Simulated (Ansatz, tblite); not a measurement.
**The cluster ZrCu₄+: spin-state energies by level**

Is the doublet the ground state of the cluster ZrCu₄+? Other spin states are computed and compared level by level.

Method: as each input shows; program: Ansatz 0.2.0, Gaussian basis.

Levels to be run: quartet, relaxed (GFN1-xTB, GFN2-xTB, PBE0-D4/def2-TZVP, PBE-D4/def2-TZVP, r2SCAN-D4/def2-TZVP, LDA/def2-TZVP, revPBE-D4/def2-TZVP, PBE+10HF/def2-SVP, PBE+15HF/def2-SVP, PBE+40HF/def2-SVP, MP2/def2-TZVP); the doublet's energies come from earlier runs.

3 further runs of the same task are left out: 3 set aside as unsound or not needed.

**1. The structure**

The geometry is that of the doublet, from an earlier relaxation (PBE-D4/def2-SVP). At that level it is the lowest of the isomers that a small search found.

5 atoms, charge 1, spin multiplicity 2.

Atoms are counted from 1 here; the program's logs count them from 0.

Bond lengths: Zr1–Cu2 2.559 Å, Zr1–Cu3 2.540 Å, Zr1–Cu4 2.540 Å, Zr1–Cu5 2.559 Å, Cu2–Cu3 2.434 Å, Cu2–Cu4 2.435 Å, Cu3–Cu4 2.665 Å, Cu3–Cu5 2.434 Å, Cu4–Cu5 2.434 Å. Angles: Cu2–Zr1–Cu3 57.0°, Cu2–Zr1–Cu4 57.0°, Cu2–Zr1–Cu5 100.6°, Cu3–Zr1–Cu4 63.3°, Cu3–Zr1–Cu5 57.0°, Cu4–Zr1–Cu5 57.0°, Zr1–Cu2–Cu3 61.1°, Zr1–Cu2–Cu4 61.1°, Cu3–Cu2–Cu4 66.4°, Zr1–Cu3–Cu2 61.9°, Zr1–Cu3–Cu4 58.4°, Zr1–Cu3–Cu5 61.9°, Cu2–Cu3–Cu4 56.8°, Cu2–Cu3–Cu5 107.9°, Cu4–Cu3–Cu5 56.8°, Zr1–Cu4–Cu2 61.9°, Zr1–Cu4–Cu3 58.4°, Zr1–Cu4–Cu5 61.9° and more.

Zr takes a core potential in the def2 sets. No spin-orbit coupling is included. The ion is computed in the gas phase, without counter-ions or solvent.

**2. Relaxing the quartet**

Contents of in.yaml:

```yaml
crystal:
  periodic: [false, false, false]
  atoms:
    - {symbol: Zr, position_ang: [1.168785, -0.930452, 0.275793]}
    - {symbol: Cu, position_ang: [0.705743, 1.422454, 1.168376]}
    - {symbol: Cu, position_ang: [-1.154325, -0.127569, 0.916606]}
    - {symbol: Cu, position_ang: [0.164217, 0.915867, -1.150500]}
    - {symbol: Cu, position_ang: [-0.884421, -1.280299, -1.210275]}
basis:
  gaussian: {orbitals: def2-SVP}
total_charge: 1
magnetization: {spin_polarized: true, initial_magnetization: 3}
hamiltonian: {xc: pbe, dispersion: d4}
scf: {lower_state_search: "off"}
output: {orbitals: {seedname: orbitals}}
relax: {f_tol: 0.02, max_steps: 100}
```

Run with:

```bash
ansatz run in.yaml --threads 4 --pin off --events-out ev --progress --plain --max-ram 8704MiB
```

The program printed, cut to the lines that bear on the results:

```text
Functional definition: PBE
  name "PBE"
  cite "Perdew, Burke & Ernzerhof, Phys. Rev. Lett. 77, 3865 (1996) doi:10.1103/PhysRevLett.77.3865"
  parent pbe
[...]
1814 factors; their error is unknown
[...]
mean field -179785.89734593 eV, -6607.0098642048 hartree, gradient 1.9e-6 eV, S^2 3.760837; 0 other end points of the search recorded, 0 dependent functions left out
[...]
reference -179785.89740038 eV, -6607.0098662057 hartree; 65, 62 occupied and 90, 93 virtual orbitals, 1814 factors
relax step   1: F+E_penalty+E_count = -179786.17844512 eV  Δ(F+E_penalty+E_count) = +0.000e0 eV  max|allowed force component| = 7.148e-1 eV/Å  Δτ_max = 0.0000 Å  (95 SCF iters, accepted)
[...]
relax step   3: F+E_penalty+E_count = -179786.30755398 eV  Δ(F+E_penalty+E_count) = -3.041e-2 eV  max|allowed force component| = 7.959e-2 eV/Å  Δτ_max = 0.0726 Å  (26 SCF iters, accepted)
[...]
relax step   4: F+E_penalty+E_count = -179786.30866466 eV  Δ(F+E_penalty+E_count) = -1.111e-3 eV  max|allowed force component| = 1.051e-2 eV/Å  Δτ_max = 0.0111 Å  (26 SCF iters, accepted)
Total energy: -179786.30871863 eV, -6607.0249818726 hartree
Atom 0 at     1.232989    -0.981562     0.291020 Å, force    -0.003544     0.002816    -0.000836 eV/Å
Atom 1 at     0.748264     1.438301     1.203334 Å, force    -0.003842    -0.010513    -0.007756 eV/Å
Atom 2 at    -1.142640    -0.031499     0.799674 Å, force    -0.001071    -0.001129     0.001993 eV/Å
Atom 3 at     0.043094     0.906830    -1.059196 Å, force     0.001420     0.000850    -0.001917 eV/Å
Atom 4 at    -0.881708    -1.332069    -1.234831 Å, force     0.007037     0.007975     0.008517 eV/Å
Dipole moment:     0.436292    -0.347326     0.102977 e Å
Checks for a lower state left out: stability, starts, cluster_reference, orbital_swaps, neighbouring_geometries, increment
```

It took 25 s on 4 threads of Arm Neoverse V1, shared host.

Along the way:

| step | energy from step 1 (eV) | largest force component (eV/Å) |
| --- | --- | --- |
| 1 | 0.0000 | 0.7148 |
| 2 | -0.0987 | 0.2970 |
| 3 | -0.1291 | 0.0796 |
| 4 | -0.1302 | 0.0105 |

Close pairs (by a distance rule), those that changed most:

| bond | before (Å) | after (Å) | change (Å) |
| --- | --- | --- | --- |
| Cu3–Cu4 | 2.665 | 2.396 | -0.268 |
| Zr1–Cu5 | 2.559 | 2.631 | +0.073 |
| Zr1–Cu2 | 2.559 | 2.631 | +0.072 |
| Zr1–Cu3 | 2.540 | 2.609 | +0.069 |
| Zr1–Cu4 | 2.540 | 2.609 | +0.068 |
| Cu2–Cu4 | 2.435 | 2.429 | -0.006 |
| Cu4–Cu5 | 2.434 | 2.429 | -0.006 |
| Cu2–Cu3 | 2.434 | 2.429 | -0.006 |

**3. Quartet, first pass, PBE-D4/def2-SVP**

start.molden holds the orbitals of an earlier run on this state, given as this run's starting guess.

Contents of in.yaml:

```yaml
crystal:
  periodic: [false, false, false]
  atoms:
    - {symbol: Zr, position_ang: [1.232989, -0.981562, 0.291020]}
    - {symbol: Cu, position_ang: [0.748264, 1.438301, 1.203334]}
    - {symbol: Cu, position_ang: [-1.142640, -0.031499, 0.799674]}
    - {symbol: Cu, position_ang: [0.043094, 0.906830, -1.059196]}
    - {symbol: Cu, position_ang: [-0.881708, -1.332069, -1.234831]}
basis:
  gaussian: {orbitals: def2-SVP, initial_orbitals: start.molden}
total_charge: 1
magnetization: {spin_polarized: true, initial_magnetization: 3}
hamiltonian: {xc: pbe, dispersion: d4}
output: {orbitals: {seedname: orbitals}}
```

Same command.

The program printed, cut to the lines that bear on the results:

```text
Functional definition: PBE
  name "PBE"
  cite "Perdew, Burke & Ernzerhof, Phys. Rev. Lett. 77, 3865 (1996) doi:10.1103/PhysRevLett.77.3865"
  parent pbe
[...]
1814 factors; their error is unknown
[...]
mean field -179786.02852188 eV, -6607.0146848321 hartree, gradient 1.3e-6 eV, S^2 3.762617; 12 other end points of the search recorded, 0 dependent functions left out
reference -179786.02857585 eV, -6607.0146868153 hartree; 65, 62 occupied and 90, 93 virtual orbitals, 1814 factors
Total energy: -179786.30871863 eV, -6607.0249818729 hartree
```

It took 81 s on 4 threads of Arm Neoverse V1, shared host; peak memory 0.63 GiB.

From the report: HOMO -8.12 eV, LUMO -7.90 eV (over both spins); ⟨S²⟩ 3.763 (pure: 3.75); the next solution that the search met lies 0.104 eV higher.

**4. Quartet, GFN1-xTB**

Tight binding, by tblite at 300 K electronic temperature and without a spin-polarisation term:

```python
tblite.interface.Calculator('GFN1-xTB', numbers, positions, charge=1, uhf=3).singlepoint()
```

Energy -517.8252 eV; 0.006 s.

**5. Quartet, GFN2-xTB**

Tight binding, by tblite at 300 K electronic temperature and without a spin-polarisation term:

```python
tblite.interface.Calculator('GFN2-xTB', numbers, positions, charge=1, uhf=3).singlepoint()
```

Energy -450.6881 eV; 0.006 s.

**6. Quartet, PBE0-D4/def2-TZVP**

in.yaml: that of step 3 with these lines changed.

```diff
@@ -9,6 +9,7 @@
 basis:
-  gaussian: {orbitals: def2-SVP, initial_orbitals: start.molden}
+  gaussian: {orbitals: def2-TZVP, initial_orbitals: start.molden}
 total_charge: 1
 magnetization: {spin_polarized: true, initial_magnetization: 3}
-hamiltonian: {xc: pbe, dispersion: d4}
+hamiltonian: {xc: pbe0, dispersion: d4}
+scf: {omitted_lower_state_checks: [starts]}
 output: {orbitals: {seedname: orbitals}}
```

Launched as before.

The program printed, cut to the lines that bear on the results:

```text
Functional definition: PBE0
  name "PBE0"
  cite "Adamo & Barone, J. Chem. Phys. 110, 6158 (1999) doi:10.1063/1.478522"
  cite "Perdew, Burke & Ernzerhof, Phys. Rev. Lett. 77, 3865 (1996) doi:10.1103/PhysRevLett.77.3865"
  parent pbe
[...]
2258 factors; integrals over basis functions are off by at most 2.7e-4 eV
[...]
mean field -179811.34760251 eV, -6607.9451438832 hartree, gradient 3.3e-6 eV, S^2 3.772316; 0 other end points of the search recorded, 0 dependent functions left out
reference -179811.34764675 eV, -6607.9451455093 hartree; 65, 62 occupied and 155, 158 virtual orbitals, 2258 factors
Total energy: -179811.58577241 eV, -6607.9538964657 hartree
Checks for a lower state left out: starts
```

Wall time 38 s (4 threads of Arm Neoverse V1, shared host); peak memory 1.5 GiB.

HOMO -9.16 eV, LUMO -7.00 eV (over both spins); ⟨S²⟩ 3.772 (pure: 3.75).

**7. Quartet, PBE-D4/def2-TZVP**

in.yaml: that of step 6 with these lines changed.

```diff
@@ -12,3 +12,3 @@
 magnetization: {spin_polarized: true, initial_magnetization: 3}
-hamiltonian: {xc: pbe0, dispersion: d4}
+hamiltonian: {xc: pbe, dispersion: d4}
 scf: {omitted_lower_state_checks: [starts]}
```

Same command.

The program printed:

```text
Functional definition: PBE
  name "PBE"
  cite "Perdew, Burke & Ernzerhof, Phys. Rev. Lett. 77, 3865 (1996) doi:10.1103/PhysRevLett.77.3865"
  parent pbe
  parameter kappa = 0.804
  parameter beta = 0.06672455060314922
  exchange = pbe_x(kappa = kappa, mu = beta*pi^2/3)
  correlation = pbe_c(beta = beta)
these checks for a lower state are left out or cut short: starts
2133 factors; their error is unknown
mean field evaluation 1: about -179812.8908 eV, gradient 1.1e1 eV
mean field evaluation 2: about -179813.4206 eV, gradient 9.8e-1 eV
mean field evaluation 4: about -179813.3249 eV, gradient 5.6e-2 eV
mean field evaluation 8: about -179813.3249 eV, gradient 1.3e-5 eV
mean field -179813.32493062 eV, -6608.0178093512 hartree, gradient 5.3e-6 eV, S^2 3.763385; 0 other end points of the search recorded, 0 dependent functions left out
reference -179813.32498880 eV, -6608.0178114893 hartree; 65, 62 occupied and 155, 158 virtual orbitals, 2133 factors
Total energy: -179813.60513159 eV, -6608.0281065469 hartree
Checks for a lower state left out: starts
```

Run time: 29 s. Hardware: 4 threads of Arm Neoverse V1, shared host; peak memory 1 GiB.

From the report: HOMO -8.34 eV, LUMO -8.16 eV (over both spins); ⟨S²⟩ 3.763 (pure: 3.75).

**8. Quartet, r2SCAN-D4/def2-TZVP**

in.yaml: that of step 7 with these lines changed.

```diff
@@ -12,3 +12,3 @@
 magnetization: {spin_polarized: true, initial_magnetization: 3}
-hamiltonian: {xc: pbe, dispersion: d4}
+hamiltonian: {xc: r2scan, dispersion: d4}
 scf: {omitted_lower_state_checks: [starts]}
```

Launched as before.

The program printed, cut to the lines that bear on the results:

```text
Functional definition: r2SCAN
  name "r2SCAN"
  cite "Furness, Kaplan, Ning, Perdew & Sun, J. Phys. Chem. Lett. 11, 8208 (2020) doi:10.1021/acs.jpclett.0c02405"
  cite "Furness, Kaplan, Ning, Perdew & Sun, J. Phys. Chem. Lett. 11, 9248 (2020) doi:10.1021/acs.jpclett.0c03077"
  parent r2scan
[...]
2133 factors; their error is unknown
[...]
mean field -179838.25657245 eV, -6608.9340302892 hartree, gradient 2.4e-6 eV, S^2 3.773498; 0 other end points of the search recorded, 0 dependent functions left out
reference -179838.25660263 eV, -6608.9340313983 hartree; 65, 62 occupied and 155, 158 virtual orbitals, 2133 factors
Total energy: -179838.30488798 eV, -6608.9358058520 hartree
Checks for a lower state left out: starts
```

Run time: 1.7 min. Hardware: 4 threads of Arm Neoverse V1, shared host; peak memory 1.1 GiB.

Report: HOMO -8.54 eV, LUMO -7.83 eV (over both spins); ⟨S²⟩ 3.773 (pure: 3.75).

**9. Quartet, LDA/def2-TZVP**

in.yaml: that of step 8 with these lines changed.

```diff
@@ -12,3 +12,3 @@
 magnetization: {spin_polarized: true, initial_magnetization: 3}
-hamiltonian: {xc: r2scan, dispersion: d4}
+hamiltonian: {xc: lda}
 scf: {omitted_lower_state_checks: [starts]}
```

Same command.

The program printed:

```text
Functional definition: SPW92
  name "SPW92"
  cite "Dirac, Proc. Camb. Phil. Soc. 26, 376 (1930) doi:10.1017/S0305004100016108"
  cite "Slater, Phys. Rev. 81, 385 (1951) doi:10.1103/PhysRev.81.385"
  cite "Perdew & Wang, Phys. Rev. B 45, 13244 (1992) doi:10.1103/PhysRevB.45.13244"
  exchange = slater_x
  correlation = pw_c
these checks for a lower state are left out or cut short: starts
2133 factors; their error is unknown
mean field evaluation 1: about -179535.8648 eV, gradient 2.4e1 eV
mean field evaluation 2: about -179536.5432 eV, gradient 1.1e0 eV
mean field evaluation 4: about -179536.4884 eV, gradient 1.7e-1 eV
mean field evaluation 8: about -179536.4888 eV, gradient 1.6e-5 eV
mean field -179536.48880637 eV, -6597.8442694313 hartree, gradient 3.9e-6 eV, S^2 3.759875; 0 other end points of the search recorded, 0 dependent functions left out
reference -179536.48885887 eV, -6597.8442713605 hartree; 65, 62 occupied and 155, 158 virtual orbitals, 2133 factors
Total energy: -179536.48885887 eV, -6597.8442713605 hartree
Checks for a lower state left out: starts
```

Run time: 8 s. Hardware: 4 threads of Arm Neoverse V1, shared host; peak memory 0.55 GiB.

Report: HOMO -8.45 eV, LUMO -8.53 eV (over both spins; with the spin held, an empty level of the minority spin lies below the top filled one); ⟨S²⟩ 3.760 (pure: 3.75).

**10. Quartet, revPBE-D4/def2-TZVP**

in.yaml: that of step 9 with these lines changed.

```diff
@@ -12,3 +12,3 @@
 magnetization: {spin_polarized: true, initial_magnetization: 3}
-hamiltonian: {xc: lda}
+hamiltonian: {xc: {name: revPBE}, dispersion: d4}
 scf: {omitted_lower_state_checks: [starts]}
```

Launched as before.

The program printed:

```text
Functional definition: revPBE
  name "revPBE"
  cite "Zhang & Yang, Phys. Rev. Lett. 80, 890 (1998) doi:10.1103/PhysRevLett.80.890"
  cite "Perdew, Burke & Ernzerhof, Phys. Rev. Lett. 77, 3865 (1996) doi:10.1103/PhysRevLett.77.3865"
  parameter kappa = 1.245
  parameter beta = 0.06672455060314922
  exchange = pbe_x(kappa = kappa, mu = beta*pi^2/3)
  correlation = pbe_c(beta = beta)
these checks for a lower state are left out or cut short: starts
2133 factors; their error is unknown
mean field evaluation 1: about -179829.1179 eV, gradient 9.9e0 eV
mean field evaluation 2: about -179829.6063 eV, gradient 9.7e-1 eV
mean field evaluation 4: about -179829.5080 eV, gradient 5.5e-2 eV
mean field evaluation 8: about -179829.5080 eV, gradient 8.3e-6 eV
mean field -179829.50800377 eV, -6608.6125263199 hartree, gradient 8.3e-6 eV, S^2 3.765427; 0 other end points of the search recorded, 0 dependent functions left out
reference -179829.50807550 eV, -6608.6125289562 hartree; 65, 62 occupied and 155, 158 virtual orbitals, 2133 factors
Total energy: -179830.02294557 eV, -6608.6314500821 hartree
Checks for a lower state left out: starts
```

Run time: 28 s. Hardware: 4 threads of Arm Neoverse V1, shared host; peak memory 1 GiB.

From the report: HOMO -8.27 eV, LUMO -8.01 eV (over both spins); ⟨S²⟩ 3.765 (pure: 3.75).

**11. Quartet, PBE+10HF/def2-SVP**

in.yaml: that of step 10 with these lines changed.

```diff
@@ -9,6 +9,6 @@
 basis:
-  gaussian: {orbitals: def2-TZVP, initial_orbitals: start.molden}
+  gaussian: {orbitals: def2-SVP, initial_orbitals: start.molden}
 total_charge: 1
 magnetization: {spin_polarized: true, initial_magnetization: 3}
-hamiltonian: {xc: {name: revPBE}, dispersion: d4}
+hamiltonian: {xc: {text: "exchange = 0.90*pbe_x + 0.10*exact_x\ncorrelation = pbe_c"}}
 scf: {omitted_lower_state_checks: [starts]}
```

Same command.

The program printed:

```text
Functional definition: unnamed
  exchange = 0.90*pbe_x + 0.10*exact_x
  correlation = pbe_c
these checks for a lower state are left out or cut short: starts
1714 factors; integrals over basis functions are off by at most 5.7e-4 eV
mean field evaluation 1: about -179784.9857 eV, gradient 9.8e0 eV
mean field evaluation 2: about -179785.3939 eV, gradient 6.3e-1 eV
mean field evaluation 4: about -179785.4746 eV, gradient 1.3e-1 eV
mean field evaluation 8: about -179785.4749 eV, gradient 2.0e-5 eV
mean field -179785.47487889 eV, -6606.9943388274 hartree, gradient 2.9e-6 eV, S^2 3.765499; 0 other end points of the search recorded, 0 dependent functions left out
reference -179785.47492854 eV, -6606.9943406519 hartree; 65, 62 occupied and 90, 93 virtual orbitals, 1714 factors
Total energy: -179785.47492854 eV, -6606.9943406519 hartree
Checks for a lower state left out: starts
```

Run time: 19 s. Hardware: 4 threads of Arm Neoverse V1, shared host; peak memory 1 GiB.

From the report: HOMO -8.48 eV, LUMO -7.43 eV (over both spins); ⟨S²⟩ 3.765 (pure: 3.75).

**12. Quartet, PBE+15HF/def2-SVP**

in.yaml: that of step 11 with these lines changed.

```diff
@@ -12,3 +12,3 @@
 magnetization: {spin_polarized: true, initial_magnetization: 3}
-hamiltonian: {xc: {text: "exchange = 0.90*pbe_x + 0.10*exact_x\ncorrelation = pbe_c"}}
+hamiltonian: {xc: {text: "exchange = 0.85*pbe_x + 0.15*exact_x\ncorrelation = pbe_c"}}
 scf: {omitted_lower_state_checks: [starts]}
```

The command is unchanged.

The program printed:

```text
Functional definition: unnamed
  exchange = 0.85*pbe_x + 0.15*exact_x
  correlation = pbe_c
these checks for a lower state are left out or cut short: starts
1714 factors; integrals over basis functions are off by at most 5.7e-4 eV
mean field evaluation 1: about -179784.7518 eV, gradient 1.1e1 eV
mean field evaluation 2: about -179785.1317 eV, gradient 5.3e-1 eV
mean field evaluation 4: about -179785.2572 eV, gradient 3.6e-2 eV
mean field evaluation 8: about -179785.2572 eV, gradient 1.5e-5 eV
mean field -179785.25721604 eV, -6606.9863398652 hartree, gradient 3.6e-6 eV, S^2 3.767213; 0 other end points of the search recorded, 0 dependent functions left out
reference -179785.25726342 eV, -6606.9863416065 hartree; 65, 62 occupied and 90, 93 virtual orbitals, 1714 factors
Total energy: -179785.25726342 eV, -6606.9863416065 hartree
Checks for a lower state left out: starts
```

It took 20 s on 4 threads of Arm Neoverse V1, shared host; peak memory 1 GiB.

Report: HOMO -8.65 eV, LUMO -7.20 eV (over both spins); ⟨S²⟩ 3.767 (pure: 3.75).

**13. Quartet, PBE+40HF/def2-SVP**

in.yaml: that of step 12 with these lines changed.

```diff
@@ -12,3 +12,3 @@
 magnetization: {spin_polarized: true, initial_magnetization: 3}
-hamiltonian: {xc: {text: "exchange = 0.85*pbe_x + 0.15*exact_x\ncorrelation = pbe_c"}}
+hamiltonian: {xc: {text: "exchange = 0.60*pbe_x + 0.40*exact_x\ncorrelation = pbe_c"}}
 scf: {omitted_lower_state_checks: [starts]}
```

Launched as before.

The program printed:

```text
Functional definition: unnamed
  exchange = 0.60*pbe_x + 0.40*exact_x
  correlation = pbe_c
these checks for a lower state are left out or cut short: starts
1714 factors; integrals over basis functions are off by at most 5.7e-4 eV
mean field evaluation 1: about -179783.5822 eV, gradient 1.6e1 eV
mean field evaluation 2: about -179784.3084 eV, gradient 8.4e-1 eV
mean field evaluation 4: about -179784.6664 eV, gradient 5.9e-1 eV
mean field evaluation 8: about -179784.6705 eV, gradient 9.7e-5 eV
mean field evaluation 16: about -179784.6705 eV, gradient 3.8e-6 eV
mean field -179784.67050672 eV, -6606.9647786954 hartree, gradient 3.8e-6 eV, S^2 3.777005; 0 other end points of the search recorded, 0 dependent functions left out
reference -179784.67054172 eV, -6606.9647799816 hartree; 65, 62 occupied and 90, 93 virtual orbitals, 1714 factors
Total energy: -179784.67054172 eV, -6606.9647799816 hartree
Checks for a lower state left out: starts
```

Run time: 23 s. Hardware: 4 threads of Arm Neoverse V1, shared host; peak memory 1.1 GiB.

HOMO -9.37 eV, LUMO -6.12 eV (over both spins); ⟨S²⟩ 3.777 (pure: 3.75).

**14. Quartet, MP2/def2-TZVP**

in.yaml: that of step 13 with these lines changed.

```diff
@@ -9,6 +9,6 @@
 basis:
-  gaussian: {orbitals: def2-SVP, initial_orbitals: start.molden}
+  gaussian: {orbitals: def2-TZVP, initial_orbitals: start.molden}
 total_charge: 1
 magnetization: {spin_polarized: true, initial_magnetization: 3}
-hamiltonian: {xc: {text: "exchange = 0.60*pbe_x + 0.40*exact_x\ncorrelation = pbe_c"}}
+correlation: {method: mp2, frozen_orbitals: {Cu: 9, Zr: 0}}
 scf: {omitted_lower_state_checks: [starts]}
```

Same command.

The program printed:

```text
Functional definition: HF
  name "HF"
  cite "Fock, Z. Phys. 61, 126 (1930) doi:10.1007/BF01340294"
  parent pbe
  exchange = exact_x
  correlation = 0
these checks for a lower state are left out or cut short: starts
2258 factors; integrals over basis functions are off by at most 2.7e-4 eV
mean field evaluation 1: about -179645.6468 eV, gradient 3.1e1 eV
mean field evaluation 2: about -179648.7331 eV, gradient 3.9e0 eV
mean field evaluation 4: about -179649.9355 eV, gradient 1.8e0 eV
mean field evaluation 8: about -179650.0054 eV, gradient 7.5e-2 eV
mean field -179650.00546320 eV, -6602.0159296254 hartree, gradient 5.1e-6 eV, S^2 3.963600; 0 other end points of the search recorded, 0 dependent functions left out
36 core orbitals not correlated: weight in the atoms' cores, before any rotation towards them, 1.000 or more for the frozen orbitals, at most 0.000 for the correlated occupied ones
reference -179650.00546320 eV, -6602.0159296254 hartree; 29, 26 occupied and 155, 158 virtual orbitals, 2258 factors
second order -54.98237888 eV of doubles, -0.00000000 eV of singles
Total energy: -179704.98784208 eV, -6604.0364947808 hartree
Checks for a lower state left out: starts
```

Wall time 28 s (4 threads of Arm Neoverse V1, shared host); peak memory 1.3 GiB.

Report: Hartree-Fock HOMO -9.86 eV, LUMO -3.98 eV (over both spins); ⟨S²⟩ 3.964 (pure: 3.75). Doubts: spin contamination.

**15. Quartet less doublet**

The doublet's energies are those of its earlier runs, whose logs aren't repeated here.

| level | quartet less doublet (kJ/mol) | time |
| --- | --- | --- |
| GFN1-xTB | +143.1 | 0.013 s |
| GFN2-xTB | +130.8 | 0.044 s |
| HF/def2-TZVP† | -70.8 |  |
| LDA/def2-TZVP | +24.2 | 16 s |
| PBE-D4/def2-TZVP | +12.0 | 50 s |
| revPBE-D4/def2-TZVP | +9.1 | 60 s |
| r2SCAN-D4/def2-TZVP | -4.9 | 3.3 min |
| PBE0-D4/def2-TZVP | -15.8 | 2.1 min |
| MP2/def2-TZVP† | -55.1 | 2 min |

Times add the two runs; a level without a time comes out of a correlated run. † marks a level with a doubtful state (flagged, unstable, out of aufbau order, or strongly spin-contaminated); such levels are left out of the summary. Tight binding without a spin term can't rank spin states.

PBE with a growing share of exact exchange (def2-SVP, no dispersion):

| share | quartet less doublet (kJ/mol) |
| --- | --- |
| 0.1 | -5.9 |
| 0.15 | -11.6 |
| 0.4 | -33.0 |

**16. Summary of results**

| quantity | value |
| --- | --- |
| quartet less doublet, functionals in def2-TZVP | -15.8 (PBE0-D4) to +24.2 kJ/mol (LDA) |
| slope of quartet less doublet | -8.9 kJ/mol for 10 % exact exchange |

**Reading.** The functionals disagree: 2 of 5 put the quartet below the doublet, over a spread of 40.0 kJ/mol. Each 10 % of exact exchange moves that splitting by -8.9 kJ/mol on average, towards the higher spin. These are electronic energies, without zero-point motion, entropy or surroundings.
